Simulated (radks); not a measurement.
**Ionisation of Br¹⁷⁺: one atom, several choices of relativity**

How much does the choice of relativity matter for taking an electron from Br¹⁷⁺? Both Br¹⁷⁺ ([Ar]) and Br¹⁸⁺ ([Ne] 3s2 3p5) are run for each choice.

Method: Kohn-Sham, PBEsol, spin-unpolarised, spherical densities. Code: radks (a radial shooting solver on a logarithmic mesh, Libxc functionals) version 1.

## 1. Starting point

- element: bromine (Z = 35)
- charge: +17
- electrons: 18
- configuration: [Ar]
- ion: Br¹⁸⁺, [Ne] 3s2 3p5
- choices: non-relativistic; scalar-relativistic; Dirac, 2j+1 shares; Dirac, low j first; scalar-relativistic, finite nucleus; Dirac, 2j+1 shares, finite nucleus; Dirac, c × 0.85; Dirac, c × 5; Dirac, c × 2

## 2. non-relativistic: Br¹⁷⁺

The run's settings:

```text
Z 35
configuration [Ar]
relativity non-relativistic
functional pbe_sol,pbe_sol
spin unpolarised
nucleus point
```

## 3. non-relativistic: Br¹⁸⁺

The run's settings:

```text
Z 35
configuration [Ne] 3s2 3p5
relativity non-relativistic
functional pbe_sol,pbe_sol
spin unpolarised
nucleus point
```

## 4. scalar-relativistic: Br¹⁷⁺

The run's settings:

```text
Z 35
configuration [Ar]
relativity scalar-relativistic
functional pbe_sol,pbe_sol
spin unpolarised
nucleus point
c 137.035999084
```

## 5. scalar-relativistic: Br¹⁸⁺

Settings, as their differences from step 4:

```diff
@@ -1,3 +1,3 @@
 Z 35
-configuration [Ar]
+configuration [Ne] 3s2 3p5
 relativity scalar-relativistic
```

## 6. Dirac, 2j+1 shares: Br¹⁷⁺

The run's settings:

```text
Z 35
configuration [Ar]
relativity Dirac
functional pbe_sol,pbe_sol
spin unpolarised
j_filling average
nucleus point
c 137.035999084
```

## 7. Dirac, 2j+1 shares: Br¹⁸⁺

Settings, as their differences from step 6:

```diff
@@ -1,3 +1,3 @@
 Z 35
-configuration [Ar]
+configuration [Ne] 3s2 3p5
 relativity Dirac
```

## 8. Dirac, low j first: Br¹⁷⁺

The run's settings:

```text
Z 35
configuration [Ar]
relativity Dirac
functional pbe_sol,pbe_sol
spin unpolarised
j_filling energy
nucleus point
c 137.035999084
```

## 9. Dirac, low j first: Br¹⁸⁺

Settings, as their differences from step 8:

```diff
@@ -1,3 +1,3 @@
 Z 35
-configuration [Ar]
+configuration [Ne] 3s2 3p5
 relativity Dirac
```

## 10. scalar-relativistic, finite nucleus: Br¹⁷⁺

The run's settings:

```text
Z 35
configuration [Ar]
relativity scalar-relativistic
functional pbe_sol,pbe_sol
spin unpolarised
nucleus finite rms 4.1629 fm
c 137.035999084
```

## 11. scalar-relativistic, finite nucleus: Br¹⁸⁺

Settings, as their differences from step 10:

```diff
@@ -1,3 +1,3 @@
 Z 35
-configuration [Ar]
+configuration [Ne] 3s2 3p5
 relativity scalar-relativistic
```

## 12. Dirac, 2j+1 shares, finite nucleus: Br¹⁷⁺

The run's settings:

```text
Z 35
configuration [Ar]
relativity Dirac
functional pbe_sol,pbe_sol
spin unpolarised
j_filling average
nucleus finite rms 4.1629 fm
c 137.035999084
```

## 13. Dirac, 2j+1 shares, finite nucleus: Br¹⁸⁺

Settings, as their differences from step 12:

```diff
@@ -1,3 +1,3 @@
 Z 35
-configuration [Ar]
+configuration [Ne] 3s2 3p5
 relativity Dirac
```

## 14. Dirac, c × 0.85: Br¹⁷⁺

The run's settings:

```text
Z 35
configuration [Ar]
relativity Dirac
functional pbe_sol,pbe_sol
spin unpolarised
j_filling average
nucleus point
c 116.4806
```

## 15. Dirac, c × 0.85: Br¹⁸⁺

Settings, as their differences from step 14:

```diff
@@ -1,3 +1,3 @@
 Z 35
-configuration [Ar]
+configuration [Ne] 3s2 3p5
 relativity Dirac
```

## 16. Dirac, c × 5: Br¹⁷⁺

The run's settings:

```text
Z 35
configuration [Ar]
relativity Dirac
functional pbe_sol,pbe_sol
spin unpolarised
j_filling average
nucleus point
c 685.18
```

## 17. Dirac, c × 5: Br¹⁸⁺

Settings, as their differences from step 16:

```diff
@@ -1,3 +1,3 @@
 Z 35
-configuration [Ar]
+configuration [Ne] 3s2 3p5
 relativity Dirac
```

## 18. Dirac, c × 2: Br¹⁷⁺

The run's settings:

```text
Z 35
configuration [Ar]
relativity Dirac
functional pbe_sol,pbe_sol
spin unpolarised
j_filling average
nucleus point
c 274.072
```

## 19. Dirac, c × 2: Br¹⁸⁺

Settings, as their differences from step 18:

```diff
@@ -1,3 +1,3 @@
 Z 35
-configuration [Ar]
+configuration [Ne] 3s2 3p5
 relativity Dirac
```

What does the calculation give? Wanted: for each run, relativity; E(Br¹⁷⁺); Δ-SCF; −ε(HOMO); <r> HOMO; error.

**Answer**, as computed:

```tsv
relativity	E(Br¹⁷⁺) (hartree)	Δ-SCF (eV)	−ε(HOMO) (eV)	<r> HOMO (bohr)	error (eV)
non-relativistic	-2420.68187	716.81	693.67	0.4869	+0.51
scalar-relativistic	-2453.60970	720.63	697.48	0.4836	+4.33
Dirac, 2j+1 shares	-2453.79147	720.73	694.22	0.4856	+4.43
Dirac, low j first	-2453.79147	717.43	694.22	0.4856	+1.13
scalar-relativistic, finite nucleus	-2453.58915	720.63	697.48	0.4836	+4.33
Dirac, 2j+1 shares, finite nucleus	-2453.77090	720.73	694.22	0.4856	+4.43
Dirac, c × 0.85	-2467.09294	722.28	694.40	0.4851	+5.98
Dirac, c × 5	-2421.96635	716.97	693.70	0.4869	+0.67
Dirac, c × 2	-2428.76274	717.78	693.82	0.4866	+1.48
```

What this shows: The NIST Atomic Spectra Database lists 716 +/- 2.3 eV (semi-empirical). Nearest is non-relativistic (+0.51 eV off), farthest Dirac, 2j+1 shares, finite nucleus (+4.43 eV). A non-relativistic run comes nearest only by cancelling errors. Runs with a scaled speed of light are not ranked. The ionisation energies span 5.47 eV, the total energies of Br¹⁷⁺ 1263 eV (scaled speeds of light included): most of the change in the total cancels in the difference. From the non-relativistic level to Dirac, 2j+1 shares, finite nucleus the 1s level goes from -13702.2 to -13927.2 eV and the ionisation energy moves by +3.92 eV. Levels marked c × scale the speed of light and are no model of nature. Spin polarisation and multiplet splitting of open shells are left out at every level.
